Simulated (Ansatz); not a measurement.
**GeHF₃: vertical ionisation energy**

Aim: the vertical ionisation energy of GeHF₃, as cation minus neutral at the neutral's geometry, on several levels, and how well −ε(HOMO) stands in for it.

Program: Ansatz 0.2.0, Gaussian basis. Level of theory: unrestricted cation, the program's frozen cores in correlated methods. These are calculated values, not measurements.

Plan: UKS PBE-D4/def2-TZVPP; UKS r2SCAN-D4/def2-TZVPP; UKS PBE0-D4/def2-TZVPP; UKS B3LYP-D4/def2-TZVPP; UKS wB97X-V/def2-TZVPP; UKS wB97M-V/def2-TZVPP; UKS B2PLYP/def2-TZVPP; UHF-CCSD(T)/def2-TZVPP; UHF-CCSD(T)/def2-QZVPP; extrapolation to the limit; then −ε(HOMO) from the neutral's earlier runs with LDA (SPW92), PBE-D4, revPBE-D4, BLYP-D4, r2SCAN-D4, B97M-V, PBE0-D4, B3LYP-D4, r2SCANh-D4, r2SCAN0-D4, HSE06-D4, BHLYP-D4, CAM-B3LYP-D4, LC-ωPBE, ωB97X-V, ωB97M-V.

### Step 1. Structure used throughout

An earlier PBE0-D4 in a triple-zeta def2 set relaxation fixed the geometry.

SMILES `[F][GeH]([F])[F]`, 5 atoms, charge 0, spin multiplicity 1.

Atoms are counted from 1 here; the program's logs count them from 0.

Bond lengths: F1–Ge2 1.707 Å, Ge2–F3 1.707 Å, Ge2–F4 1.707 Å, Ge2–H5 1.516 Å. Angles: F1–Ge2–F3 106.4°, F1–Ge2–F4 106.4°, F1–Ge2–H5 112.4°, F3–Ge2–F4 106.4°, F3–Ge2–H5 112.4°, F4–Ge2–H5 112.4°.

### Step 2. Cation, UKS PBE-D4/def2-TZVPP

Input file in.yaml:

```yaml
crystal:
  periodic: [false, false, false]
  atoms:
    - {symbol: F, position_ang: [-0.249762, -0.734065, 1.483023]}
    - {symbol: Ge, position_ang: [0.095565, -0.008659, -0.023333]}
    - {symbol: F, position_ang: [-0.673062, 1.515692, -0.011289]}
    - {symbol: F, position_ang: [-0.708078, -0.943959, -1.203991]}
    - {symbol: H, position_ang: [1.585239, 0.097291, -0.285708]}
basis:
  gaussian: {orbitals: def2-TZVPP}
total_charge: 1
magnetization: {spin_polarized: true, initial_magnetization: 1}
hamiltonian: {xc: pbe, dispersion: d4}
```

Command:

```console
$ ansatz run in.yaml --threads 2 --pin off --events-out ev --progress --plain --max-ram 22528MiB --backend cpu
```

The program printed:

```text
Functional definition: PBE
  name "PBE"
  cite "Perdew, Burke & Ernzerhof, Phys. Rev. Lett. 77, 3865 (1996) doi:10.1103/PhysRevLett.77.3865"
  parent pbe
  parameter kappa = 0.804
  parameter beta = 0.06672455060314922
  exchange = pbe_x(kappa = kappa, mu = beta*pi^2/3)
  correlation = pbe_c(beta = beta)
885 factors; their error is unknown
mean field evaluation 1: about -64641.1830 eV, gradient 8.5e1 eV
mean field evaluation 2: about -64445.3308 eV, gradient 2.4e2 eV
mean field evaluation 4: about -64659.9453 eV, gradient 2.1e1 eV
mean field evaluation 8: about -64662.3422 eV, gradient 6.5e0 eV
mean field evaluation 16: about -64662.5025 eV, gradient 1.9e-3 eV
mean field evaluation 32: about -64660.6062 eV, gradient 1.6e1 eV
mean field evaluation 64: about -64662.3927 eV, gradient 1.0e0 eV
mean field -64662.50254025 eV, -2376.3031385356 hartree, gradient 3.7e-6 eV, S^2 0.754153; 8 other end points of the search recorded, 0 dependent functions left out
reference -64662.50256471 eV, -2376.3031394347 hartree; 30, 29 occupied and 125, 126 virtual orbitals, 885 factors
Total energy: -64662.56329652 eV, -2376.3053712875 hartree
```

Run time: 6.5 s. Hardware: 2 threads of AMD EPYC 7R13, shared host; peak memory 0.38 GiB.

The neutral molecule at this level: -64675.7666 eV. Difference: 13.203 eV. ⟨S²⟩ = 0.754.

### Step 3. Cation, UKS r2SCAN-D4/def2-TZVPP

in.yaml: that of step 2 with these lines changed.

```diff
@@ -12,2 +12,2 @@
 magnetization: {spin_polarized: true, initial_magnetization: 1}
-hamiltonian: {xc: pbe, dispersion: d4}
+hamiltonian: {xc: r2scan, dispersion: d4}
```

The command is unchanged.

The program printed, cut to the lines that bear on the results:

```text
Functional definition: r2SCAN
  name "r2SCAN"
  cite "Furness, Kaplan, Ning, Perdew & Sun, J. Phys. Chem. Lett. 11, 8208 (2020) doi:10.1021/acs.jpclett.0c02405"
  cite "Furness, Kaplan, Ning, Perdew & Sun, J. Phys. Chem. Lett. 11, 9248 (2020) doi:10.1021/acs.jpclett.0c03077"
  parent r2scan
[...]
885 factors; their error is unknown
[...]
mean field -64675.00032578 eV, -2376.7624236828 hartree, gradient 1.7e-5 eV, S^2 0.759522; 8 other end points of the search recorded, 0 dependent functions left out
reference -64675.00033298 eV, -2376.7624239474 hartree; 30, 29 occupied and 125, 126 virtual orbitals, 885 factors
Total energy: -64675.01379562 eV, -2376.7629186902 hartree
```

Run time: 13 s. Hardware: 2 threads of AMD EPYC 7R13, shared host; peak memory 0.42 GiB.

The neutral molecule at this level: -64688.5381 eV. Difference: 13.524 eV. ⟨S²⟩ = 0.760.

### Step 4. Cation, UKS PBE0-D4/def2-TZVPP

in.yaml: that of step 3 with these lines changed.

```diff
@@ -12,2 +12,2 @@
 magnetization: {spin_polarized: true, initial_magnetization: 1}
-hamiltonian: {xc: r2scan, dispersion: d4}
+hamiltonian: {xc: pbe0, dispersion: d4}
```

Same command.

The program printed:

```text
Functional definition: PBE0
  name "PBE0"
  cite "Adamo & Barone, J. Chem. Phys. 110, 6158 (1999) doi:10.1063/1.478522"
  cite "Perdew, Burke & Ernzerhof, Phys. Rev. Lett. 77, 3865 (1996) doi:10.1103/PhysRevLett.77.3865"
  parent pbe
  parameter a = 0.25
  parameter kappa = 0.804
  parameter beta = 0.06672455060314922
  exchange = (1 - a)*pbe_x(kappa = kappa, mu = beta*pi^2/3) + a*exact_x
  correlation = pbe_c(beta = beta)
928 factors; their error is unknown
mean field evaluation 1: about -64646.2649 eV, gradient 7.4e1 eV
mean field evaluation 2: about -64576.5016 eV, gradient 1.6e2 eV
mean field evaluation 4: about -64662.6552 eV, gradient 7.1e0 eV
mean field evaluation 8: about -64662.8606 eV, gradient 3.6e-1 eV
mean field evaluation 16: about -64663.1594 eV, gradient 5.3e-4 eV
mean field evaluation 32: about -64663.0200 eV, gradient 7.4e-1 eV
mean field -64663.15941436 eV, -2376.3272782139 hartree, gradient 2.5e-5 eV, S^2 0.762846; 6 other end points of the search recorded, 0 dependent functions left out
reference -64663.15943256 eV, -2376.3272788829 hartree; 30, 29 occupied and 125, 126 virtual orbitals, 928 factors
Total energy: -64663.20971691 eV, -2376.3291267988 hartree
```

It took 7.5 s on 2 threads of AMD EPYC 7R13, shared host; peak memory 0.5 GiB.

Less the neutral's -64677.1348 eV (earlier run), this gives 13.925 eV. ⟨S²⟩ = 0.763.

### Step 5. Cation, UKS B3LYP-D4/def2-TZVPP

in.yaml: that of step 4 with these lines changed.

```diff
@@ -12,2 +12,2 @@
 magnetization: {spin_polarized: true, initial_magnetization: 1}
-hamiltonian: {xc: pbe0, dispersion: d4}
+hamiltonian: {xc: {name: B3LYP}, dispersion: d4}
```

Same command.

The program printed, cut to the lines that bear on the results:

```text
Functional definition: B3LYP
  name "B3LYP"
  cite "Stephens, Devlin, Chabalowski & Frisch, J. Phys. Chem. 98, 11623 (1994) doi:10.1021/j100096a001"
  cite "Becke, Phys. Rev. A 38, 3098 (1988) doi:10.1103/PhysRevA.38.3098"
  cite "Lee, Yang & Parr, Phys. Rev. B 37, 785 (1988) doi:10.1103/PhysRevB.37.785"
  cite "Vosko, Wilk & Nusair, Can. J. Phys. 58, 1200 (1980) doi:10.1139/p80-159"
[...]
916 factors; their error is unknown
[...]
mean field -64679.34035144 eV, -2376.9219166838 hartree, gradient 1.8e-5 eV, S^2 0.760553; 6 other end points of the search recorded, 0 dependent functions left out
reference -64679.34052827 eV, -2376.9219231822 hartree; 30, 29 occupied and 125, 126 virtual orbitals, 916 factors
Total energy: -64679.43979501 eV, -2376.9255711676 hartree
```

Wall time 7 s (2 threads of AMD EPYC 7R13, shared host); peak memory 0.5 GiB.

Less the neutral's -64693.3490 eV (earlier run), this gives 13.909 eV. ⟨S²⟩ = 0.761.

### Step 6. Cation, UKS wB97X-V/def2-TZVPP

in.yaml: that of step 5 with these lines changed.

```diff
@@ -12,2 +12,2 @@
 magnetization: {spin_polarized: true, initial_magnetization: 1}
-hamiltonian: {xc: {name: B3LYP}, dispersion: d4}
+hamiltonian: {xc: {name: wB97X-V}}
```

The command is unchanged.

The program printed, cut to the lines that bear on the results:

```text
Functional definition: wB97X-V
  name "wB97X-V"
  cite "Mardirossian & Head-Gordon, Phys. Chem. Chem. Phys. 16, 9904 (2014) doi:10.1039/C3CP54374A"
  cite "Becke, J. Chem. Phys. 107, 8554 (1997) doi:10.1063/1.475007"
  cite "Vydrov & Van Voorhis, J. Chem. Phys. 133, 244103 (2010) doi:10.1063/1.3521275"
[...]
      + integral(e_c_pw_opposite_spin*poly(b97_u_opposite, cos0, cos1)) + vv10(b, c)
916 factors; their error is unknown
164 factors; integrals over basis functions are off by at most 5.6e-6 eV
[...]
mean field -64669.84526861 eV, -2376.5729788258 hartree, gradient 3.0e-5 eV, S^2 0.764493; 6 other end points of the search recorded, 0 dependent functions left out
reference -64669.84526762 eV, -2376.5729787895 hartree; 30, 29 occupied and 125, 126 virtual orbitals, 916 factors
Total energy: -64669.84526762 eV, -2376.5729787895 hartree
```

Run time: 26 s. Hardware: 2 threads of AMD EPYC 7R13, shared host; peak memory 0.84 GiB.

Less the neutral's -64684.0993 eV (earlier run), this gives 14.254 eV. ⟨S²⟩ = 0.764.

### Step 7. Cation, UKS wB97M-V/def2-TZVPP

in.yaml: that of step 6 with these lines changed.

```diff
@@ -12,2 +12,2 @@
 magnetization: {spin_polarized: true, initial_magnetization: 1}
-hamiltonian: {xc: {name: wB97X-V}}
+hamiltonian: {xc: {name: wB97M-V}}
```

Launched as before.

The program printed, cut to the lines that bear on the results:

```text
Functional definition: wB97M-V
  name "wB97M-V"
  cite "Mardirossian & Head-Gordon, J. Chem. Phys. 144, 214110 (2016) doi:10.1063/1.4952647"
  cite "Becke, J. Chem. Phys. 107, 8554 (1997) doi:10.1063/1.475007"
  cite "Vydrov & Van Voorhis, J. Chem. Phys. 133, 244103 (2010) doi:10.1063/1.3521275"
  # Of w^i u^j: cxij and so on, Table III.
[...]
  gx(w, u) = 1 - cx + cx01*u + cx10*w
  gss(w, u) = css00 + css04*u^4 + css10*w + css20*w^2 + css43*w^4*u^3
  gos(w, u) = cos00 + cos10*w + (cos20 + cos21*u)*w^2 + (cos60 + cos61*u)*w^6
[...]
      + integral(e_c_pw_mod_opposite_spin*gos(b97_w_opposite, b97_u_opposite)) + vv10(b, c)
913 factors; their error is unknown
164 factors; integrals over basis functions are off by at most 5.6e-6 eV
[...]
mean field -64672.76213536 eV, -2376.6801717018 hartree, gradient 3.4e-5 eV, S^2 0.762413; 6 other end points of the search recorded, 0 dependent functions left out
reference -64672.76216311 eV, -2376.6801727215 hartree; 30, 29 occupied and 125, 126 virtual orbitals, 913 factors
Total energy: -64672.76216311 eV, -2376.6801727215 hartree
```

Run time: 33 s. Hardware: 2 threads of AMD EPYC 7R13, shared host; peak memory 0.88 GiB.

Less the neutral's -64686.9726 eV (earlier run), this gives 14.210 eV. ⟨S²⟩ = 0.762.

### Step 8. Cation, UKS B2PLYP (frozen core)/def2-TZVPP

in.yaml: that of step 7 with these lines changed.

```diff
@@ -12,2 +12,2 @@
 magnetization: {spin_polarized: true, initial_magnetization: 1}
-hamiltonian: {xc: {name: wB97M-V}}
+hamiltonian: {xc: {name: B2PLYP}}
```

Same command.

The program printed, cut to the lines that bear on the results:

```text
Functional definition: B2PLYP
  name "B2PLYP"
  cite "Grimme, J. Chem. Phys. 124, 034108 (2006) doi:10.1063/1.2148954"
  cite "Becke, Phys. Rev. A 38, 3098 (1988) doi:10.1103/PhysRevA.38.3098"
  cite "Lee, Yang & Parr, Phys. Rev. B 37, 785 (1988) doi:10.1103/PhysRevB.37.785"
[...]
1020 factors; integrals over basis functions are off by at most 9.3e-4 eV
[...]
mean field -64654.86190527 eV, -2376.0223503791 hartree, gradient 5.8e-6 eV, S^2 0.776452; 8 other end points of the search recorded, 0 dependent functions left out
12 core orbitals not correlated: weight in the atoms' cores, before any rotation towards them, 1.000 or more for the frozen orbitals, at most 0.000 for the correlated occupied ones
reference -64654.86201692 eV, -2376.0223544823 hartree; 18, 17 occupied and 125, 126 virtual orbitals, 1020 factors
second order -33.21697971 eV of doubles, -0.00000000 eV of singles
Total energy: -64663.83060144 eV, -2376.3519438844 hartree
```

Run time: 17 s. Hardware: 2 threads of AMD EPYC 7R13, shared host; peak memory 0.63 GiB.

The neutral molecule at this level: -64677.9079 eV. Difference: 14.077 eV. ⟨S²⟩ = 0.776.

### Step 9. Cation, UHF-CCSD(T)/def2-TZVPP

in.yaml: that of step 8 with these lines changed.

```diff
@@ -12,2 +12,3 @@
 magnetization: {spin_polarized: true, initial_magnetization: 1}
-hamiltonian: {xc: {name: B2PLYP}}
+correlation: {method: ccsd_t}
+scf: {omitted_lower_state_checks: [cluster_reference]}
```

Command:

```console
$ ansatz run in.yaml --threads 2 --pin off --events-out ev --progress --plain --max-ram 22528MiB --backend cuda --devices 0, --max-vram 18GiB
```

The program printed, cut to the lines that bear on the results:

```text
Functional definition: HF
  name "HF"
  cite "Fock, Z. Phys. 61, 126 (1930) doi:10.1007/BF01340294"
  parent pbe
[...]
1020 factors; integrals over basis functions are off by at most 9.3e-4 eV
[...]
mean field -64600.24047432 eV, -2374.0150498157 hartree, gradient 2.1e-6 eV, S^2 0.757912; 12 other end points of the search recorded, 0 dependent functions left out
12 core orbitals not correlated: weight in the atoms' cores, before any rotation towards them, 1.000 or more for the frozen orbitals, at most 0.000 for the correlated occupied ones
reference -64600.24047432 eV, -2374.0150498157 hartree; 18, 17 occupied and 125, 126 virtual orbitals, 1020 factors
second order -25.39424257 eV of doubles, -0.00000000 eV of singles
cycle   1  -24.94357305 eV  change    4.5e-1 eV  update   1.3e-1
[...]
cycle  24  -26.26917024 eV  change   -4.8e-6 eV  update   1.3e-5
perturbative correction -1.08698119 eV, -0.0399458218 hartree
Total energy: -64627.59662575 eV, -2375.0203698379 hartree
Checks for a lower state left out: cluster_reference
```

It took 5.5 s on 1 × H100 (card shared with other runs) with 2 threads of AMD EPYC 7R13, shared host; peak host memory 0.89 GiB.

Less the neutral's -64642.0760 eV (earlier run), this gives 14.479 eV. ⟨S²⟩ = 0.758. T1 = 0.126 (report).

### Step 10. Cation, UHF-CCSD(T)/def2-QZVPP

in.yaml: that of step 9 with these lines changed.

```diff
@@ -9,3 +9,3 @@
 basis:
-  gaussian: {orbitals: def2-TZVPP}
+  gaussian: {orbitals: "def2-QZVPP.json"}
 total_charge: 1
```

Launched as before.

The program printed, cut to the lines that bear on the results:

```text
Functional definition: HF
  name "HF"
  cite "Fock, Z. Phys. 61, 126 (1930) doi:10.1007/BF01340294"
  parent pbe
[...]
1880 factors; integrals over basis functions are off by at most 9.2e-4 eV
[...]
mean field -64601.82673470 eV, -2374.0733438093 hartree, gradient 2.3e-6 eV, S^2 0.757771; 13 other end points of the search recorded, 0 dependent functions left out
12 core orbitals not correlated: weight in the atoms' cores, before any rotation towards them, 1.000 or more for the frozen orbitals, at most 0.000 for the correlated occupied ones
reference -64601.82673470 eV, -2374.0733438093 hartree; 18, 17 occupied and 260, 261 virtual orbitals, 1880 factors
second order -34.38060599 eV of doubles, -0.00000000 eV of singles
cycle   1  -33.24569120 eV  change     1.1e0 eV  update   1.3e-1
[...]
cycle  24  -34.62072379 eV  change    1.9e-5 eV  update   2.2e-5
perturbative correction -1.34601155 eV, -0.0494650122 hartree
Total energy: -64637.79347004 eV, -2375.3950969540 hartree
Checks for a lower state left out: cluster_reference
```

Run time: 45 s. Hardware: 1 × H100 (card shared with other runs) with 2 threads of AMD EPYC 7R13, shared host; peak host memory 1.2 GiB.

Less the neutral's -64652.3777 eV (earlier run), this gives 14.584 eV. ⟨S²⟩ = 0.758. T1 = 0.125 (report).

### Step 11. Extrapolating to the complete basis

No new run: Hartree-Fock is extrapolated as exp(−7.88√X) and correlation as X^−2.97, with X = 3 and 4.

```csv
level,energy at the limit (eV)
HF,-64602.0452
MP2,-64643.0824
CCSD,-64642.8523
CCSD(T),-64644.3902
```

This is no true limit for total energies: MP2 correlation changes by a factor of 1.35 from triple to quadruple zeta (about 1.07 in light molecules), because outer-core shells are correlated in sets not made for them. Much of that cancels between molecule and atoms or ions.

The neutral's limit, from its own earlier runs, is -64659.7417 eV in the additive form (MP2 limit plus CCSD(T) minus MP2 in triple zeta), in which the cation has -64645.0443 eV.

### Step 12. The ladder

Differences are taken before rounding.

```csv
method,ionisation energy (eV),from CCSD(T)/def2-TZVPP (eV),time
PBE-D4,13.20,-1.28,7.9 s
r2SCAN-D4,13.52,-0.95,15 s
PBE0-D4,13.93,-0.55,9.1 s
B3LYP-D4,13.91,-0.57,9.5 s
ωB97X-V,14.25,-0.23,29 s
ωB97M-V,14.21,-0.27,37 s
B2PLYP,14.08,-0.40,20 s
HF/def2-TZVPP,13.94,-0.54,
MP2/def2-TZVPP,15.71,+1.23,
CCSD/def2-TZVPP,14.76,+0.28,
CCSD(T)/def2-TZVPP,14.48,0,7.8 s (GPU)
```

Some runs used a GPU and others CPU threads alone; cost is compared among the CPU runs only.

Among the levels timed on like hardware, those that no quicker one beats, quickest first: PBE-D4 (7.9 s, -1.28 eV); PBE0-D4 (9.1 s, -0.55 eV); B2PLYP (20 s, -0.40 eV); ωB97X-V (29 s, -0.23 eV).

Times add the cation's run and the neutral's; HF, MP2 and CCSD come out of the CCSD(T) runs.

Orbital estimates, from the neutral's runs:

```csv
functional,−ε(HOMO) (eV),by energy difference (eV)
LDA (SPW92),9.77,
PBE-D4,9.58,13.20
revPBE-D4,9.50,
BLYP-D4,9.53,
r2SCAN-D4,10.05,13.52
B97M-V,10.15,
PBE0-D4,11.35,13.93
B3LYP-D4,11.11,13.91
r2SCANh-D4,10.70,
r2SCAN0-D4,11.67,
HSE06-D4,10.94,
BHLYP-D4,13.04,
CAM-B3LYP-D4,12.86,
LC-ωPBE,14.14,
ωB97X-V,13.82,14.25
ωB97M-V,13.69,14.21
```

### Step 13. Summary of results

| quantity | value |
| --- | --- |
| ionisation energy, CCSD(T)/def2-TZVPP | 14.48 eV |
| nearest functional by difference | ωB97X-V (-0.23 eV) |
| nearest −ε(HOMO) | LC-ωPBE (-0.34 eV) |
| −ε(HOMO) of PBE | 9.58 eV |
| T1 of the cation | 0.126 |

By cation minus neutral, the functionals miss by 1.28 eV at most. The PBE orbital energy is 4.9 eV too small: a semilocal HOMO is no ionisation energy. Among orbital estimates LC-ωPBE comes nearest. Hartree-Fock falls 0.54 eV short, as the neutral has more correlation energy than the cation. The cation's T1 (from the report) is 0.126, above the customary mark of 0.045 for open shells, so the coupled-cluster value is less safe. The cation may have settled in a state other than its lowest; no search over hole states beyond the program's own was made. Correlated methods include outer-core shells of Ge, which these sets cover unevenly. With outer-core shells in play the reference is unsure by up to some tenths of an eV, so close misses can't be ranked.

For cost: ωB97X-V gets within 0.23 eV in 29 s; the quickest level in the cost chart, PBE-D4, takes 7.9 s and misses by 1.28 eV.
